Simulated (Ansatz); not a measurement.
**CCSD/def2-SVP run of CH3ClF2Si (SMILES C[Si](F)(F)Cl)**

Aim: the energy change on altering one bond length of CH3ClF2Si at CCSD/def2-SVP, from 2 runs. 

The results are computed with Ansatz 0.2.0.

126 further runs of the same task are left out: 126 set aside as unsound or not needed.

## Step 1: The structure to begin with

The species is CH3ClF2Si (8 atoms), meant as a singlet with charge 0. As SMILES, `C[Si](F)(F)Cl`. The shape is that of a PBE0-D4/def2-TZVP optimisation.

Bond lengths: C1–Si2 1.832 Å, Si2–F3 1.582 Å, Si2–F4 1.582 Å, Si2–Cl5 2.029 Å, C1–H6 1.092 Å, C1–H7 1.092 Å, C1–H8 1.091 Å. Some angles: C1–Si2–F3 111.0°, C1–Si2–F4 111.0°, C1–Si2–Cl5 112.6°, F3–Si2–F4 106.6°, F3–Si2–Cl5 107.7°, F4–Si2–Cl5 107.8°, Si2–C1–H6 110.1°, Si2–C1–H7 110.4°, Si2–C1–H8 110.4°, H6–C1–H7 108.6°.

## Step 2: A single-point energy at CCSD/def2-SVP

The input, molecule.yaml:

```yaml
crystal:
  periodic: [false, false, false]
  atoms:
    - {symbol: C, position_ang: [-0.808500, -0.299000, 0.512200]}
    - {symbol: Si, position_ang: [0.690600, 0.151400, -0.439200]}
    - {symbol: F, position_ang: [1.987000, -0.472300, 0.219100]}
    - {symbol: F, position_ang: [0.616200, -0.415600, -1.914200]}
    - {symbol: Cl, position_ang: [0.963100, 2.158500, -0.560900]}
    - {symbol: H, position_ang: [-0.917100, -1.385400, 0.549800]}
    - {symbol: H, position_ang: [-0.740200, 0.080400, 1.533400]}
    - {symbol: H, position_ang: [-1.698800, 0.124800, 0.044100]}
basis:
  gaussian:
    orbitals: def2-SVP
correlation:
  method: ccsd
  frozen_orbitals: {C: 1, Cl: 5, F: 1, H: 0, Si: 5}
scf:
  omitted_lower_state_checks: [cluster_reference, increment]
accuracy: high
```

Launch:

```console
$ ansatz run molecule.yaml --threads 1 --pin off --max-ram 3480MiB --events-out events.jsonl --progress --plain --runs-dir runs
```

The program printed, cut to the lines that bear on the results:

```text
Warning: RAYON_NUM_THREADS=1 ignored (pool sized by the plan → 1); use --threads N
Functional definition: HF
  name "HF"
[...]
1970 factors; integrals over basis functions are off by at most 2.4e-8 eV
[...]
mean field -26849.42200433 eV, -986.6980594671 hartree, gradient 6.5e-9 eV, S^2 0.000000; 0 other end points of the search recorded, 0 dependent functions left out
13 core orbitals not correlated: weight in the atoms' cores, before any rotation towards them, 1.000 or more for the frozen orbitals, at most 0.000 for the correlated occupied ones
reference -26849.42200433 eV, -986.6980594671 hartree; 16, 16 occupied and 64, 64 virtual orbitals, 1970 factors
second order -20.00980612 eV of doubles, -0.00000000 eV of singles
cycle   1  -20.47915471 eV  change   -4.7e-1 eV  update   9.0e-2
[...]
cycle  18  -20.95602223 eV  change   -1.3e-9 eV  update   1.7e-9
Total energy: -26870.37802656 eV, -987.4681790796 hartree
Checks for a lower state left out: cluster_reference, increment
```

Wall time 15 s (1 thread of Arm Neoverse V2, shared host); peak memory 0.56 GiB.

## Step 3: The distorted shape

The input, run.yaml:

```yaml
crystal:
  periodic: [false, false, false]
  atoms:
    - {symbol: C, position_ang: [-0.828990, -0.412819, 0.205841]}
    - {symbol: Si, position_ang: [0.670110, 0.037581, -0.745559]}
    - {symbol: F, position_ang: [1.966510, -0.586119, -0.087259]}
    - {symbol: F, position_ang: [0.595710, -0.529419, -2.220559]}
    - {symbol: Cl, position_ang: [0.942610, 2.044681, -0.867259]}
    - {symbol: H, position_ang: [-0.937590, -1.499219, 0.243441]}
    - {symbol: H, position_ang: [-0.740200, 0.080400, 1.533400]}
    - {symbol: H, position_ang: [-1.719290, 0.010981, -0.262259]}
basis:
  gaussian: {orbitals: def2-SVP}
correlation: {method: ccsd, frozen_orbitals: {C: 1, Cl: 5, F: 1, H: 0, Si: 5}}
accuracy: high
scf: {omitted_lower_state_checks: [cluster_reference, increment]}
```

Launch:

```console
$ ansatz run run.yaml --threads 1 --pin off --max-ram 3480MiB --events-out events.jsonl --progress --plain --runs-dir runs
```

The program printed, cut to the lines that bear on the results:

```text
Warning: RAYON_NUM_THREADS=1 ignored (pool sized by the plan → 1); use --threads N
[... 2 set-up lines as earlier in the session ...]
[...]
1975 factors; integrals over basis functions are off by at most 1.9e-8 eV
[...]
mean field -26848.29449466 eV, -986.6566242510 hartree, gradient 6.9e-9 eV, S^2 0.000000; 0 other end points of the search recorded, 0 dependent functions left out
13 core orbitals not correlated: weight in the atoms' cores, before any rotation towards them, 1.000 or more for the frozen orbitals, at most 0.000 for the correlated occupied ones
reference -26848.29449466 eV, -986.6566242510 hartree; 16, 16 occupied and 64, 64 virtual orbitals, 1975 factors
second order -20.09384920 eV of doubles, -0.00000000 eV of singles
cycle   1  -20.56305825 eV  change   -4.7e-1 eV  update   9.4e-2
[...]
cycle  19  -21.08294337 eV  change   -1.4e-9 eV  update   2.1e-9
Total energy: -26869.37743802 eV, -987.4314081292 hartree
Checks for a lower state left out: cluster_reference, increment
```

Wall time 16 s (1 thread of Arm Neoverse V2, shared host); peak memory 0.56 GiB.

## Step 4: Summary of results

Level: CCSD/def2-SVP, 13 core orbitals frozen.

| quantity | value |
| --- | --- |
| first shape: total energy | -987.46818 Eh |
| first shape: correlation energy (13 core orbitals frozen) | -770.1 mEh |
| first shape: T1 diagnostic | 0.010 |
| distorted shape: total energy | -987.43141 Eh |
| distorted shape: correlation energy (13 core orbitals frozen) | -774.8 mEh |
| distorted shape: T1 diagnostic | 0.011 |
| energy change with the C1–H7 bond stretched from 1.092 to 1.419 Å | 1.001 eV |

With the C1–H7 bond stretched from 1.092 to 1.419 Å the energy rises by 1.00 eV (97 kJ/mol). The first shape isn't relaxed at this level, so the change isn't measured from a minimum.
